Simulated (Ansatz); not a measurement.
# C2HCl3Zr: one species, many methods

An exercise on one series of results from a longer session: the logs are not shown, and one member is left open.

Program: Ansatz 0.2.0, Gaussian basis. Level of theory: functionals in def2-TZVPP, the program's frozen cores in correlated methods. These are calculated values, not measurements.

The runs, in order: LDA (SPW92), PBE-D4, revPBE-D4, BLYP-D4, r2SCAN-D4, B97M-V, PBE0-D4, B3LYP-D4, r2SCANh-D4, r2SCAN0-D4, HSE06-D4, BHLYP-D4, CAM-B3LYP-D4, LC-ωPBE, ωB97X-V, ωB97M-V, B2PLYP, PBE-QIDH; CCSD(T)/def2-SVP; CCSD(T)/def2-TZVPP; MP2/def2-QZVPP; extrapolation to the limit; RPA on PBE.

**The geometry**

An earlier PBE0-D4 in a triple-zeta def2 set relaxation fixed the geometry. Zr takes the def2 core potential; no spin-orbit term is included.

SMILES `C#[C][Zr]([Cl])([Cl])[Cl]`, 7 atoms, charge 0, spin multiplicity 1.

Atoms are counted from 1 here; the program's logs count them from 0.

Bond lengths: C1–C2 1.216 Å, C1–H7 1.068 Å, C2–Zr3 2.151 Å, Zr3–Cl4 2.320 Å, Zr3–Cl5 2.320 Å, Zr3–Cl6 2.320 Å. Angles: C2–C1–H7 180.0°, C1–C2–Zr3 180.0°, C2–Zr3–Cl4 108.1°, C2–Zr3–Cl5 108.1°, C2–Zr3–Cl6 108.1°, Cl4–Zr3–Cl5 110.8°, Cl4–Zr3–Cl6 110.8°, Cl5–Zr3–Cl6 110.8°.

The first run:

in.yaml

```yaml
crystal:
  periodic: [false, false, false]
  atoms:
    - {symbol: C, position_ang: [1.848778, -1.264334, 0.254327]}
    - {symbol: C, position_ang: [0.851676, -0.582445, 0.117296]}
    - {symbol: Zr, position_ang: [-0.912151, 0.623705, -0.125441]}
    - {symbol: Cl, position_ang: [-2.674591, -0.778479, -0.680789]}
    - {symbol: Cl, position_ang: [-0.512559, 2.154367, -1.821961]}
    - {symbol: Cl, position_ang: [-1.325607, 1.710388, 1.881782]}
    - {symbol: H, position_ang: [2.724453, -1.863212, 0.374787]}
basis:
  gaussian: {orbitals: def2-TZVPP}
hamiltonian: {xc: lda}
output: {orbitals: {seedname: orbitals}}
```

Steps of the session up to this table: LDA; PBE-D4 (GGA); revPBE-D4 (GGA); BLYP-D4 (GGA); r2SCAN-D4 (meta-GGA); B97M-V (meta-GGA); PBE0-D4 (hybrid); B3LYP-D4 (hybrid); r2SCANh-D4 (hybrid); r2SCAN0-D4 (hybrid); HSE06-D4 (hybrid); BHLYP-D4 (hybrid); CAM-B3LYP-D4 (range-separated); LC-ωPBE (range-separated); ωB97X-V (range-separated); ωB97M-V (range-separated); B2PLYP (double hybrid); PBE-QIDH (double hybrid).

One table of the session follows, with a row left open; its other results are not shown here.

It belongs to the step «Orbital energies across the functionals». 

| functional | HOMO (eV) | LUMO (eV) | gap (eV) |
| --- | --- | --- | --- |
| LDA (SPW92) | -7.78 | -3.77 | 4.02 |
| PBE-D4 | ? | ? | ? |
| revPBE-D4 | -7.50 | -3.44 | 4.06 |
| BLYP-D4 | -7.38 | -3.37 | 4.01 |
| r2SCAN-D4 | -7.85 | -3.42 | 4.42 |
| B97M-V | -7.81 | -3.35 | 4.46 |
| PBE0-D4 | -8.78 | -2.78 | 6.00 |
| B3LYP-D4 | -8.51 | -2.95 | 5.56 |
| r2SCANh-D4 | -8.29 | -3.14 | 5.15 |
| r2SCAN0-D4 | -8.96 | -2.71 | 6.26 |
| HSE06-D4 | -8.38 | -3.15 | 5.22 |
| BHLYP-D4 | -9.79 | -1.83 | 7.96 |
| CAM-B3LYP-D4 | -10.10 | -1.72 | 8.38 |
| LC-ωPBE | -11.55 | -0.66 | 10.90 |
| ωB97X-V | -11.13 | -0.70 | 10.42 |
| ωB97M-V | -10.98 | -0.75 | 10.24 |

Estimate the missing values for PBE-D4.

**Answer.** HOMO (eV): -7.57; LUMO (eV): -3.53; gap (eV): 4.04. In the column «HOMO (eV)» it lies between LDA (SPW92) (-7.78) and revPBE-D4 (-7.50).
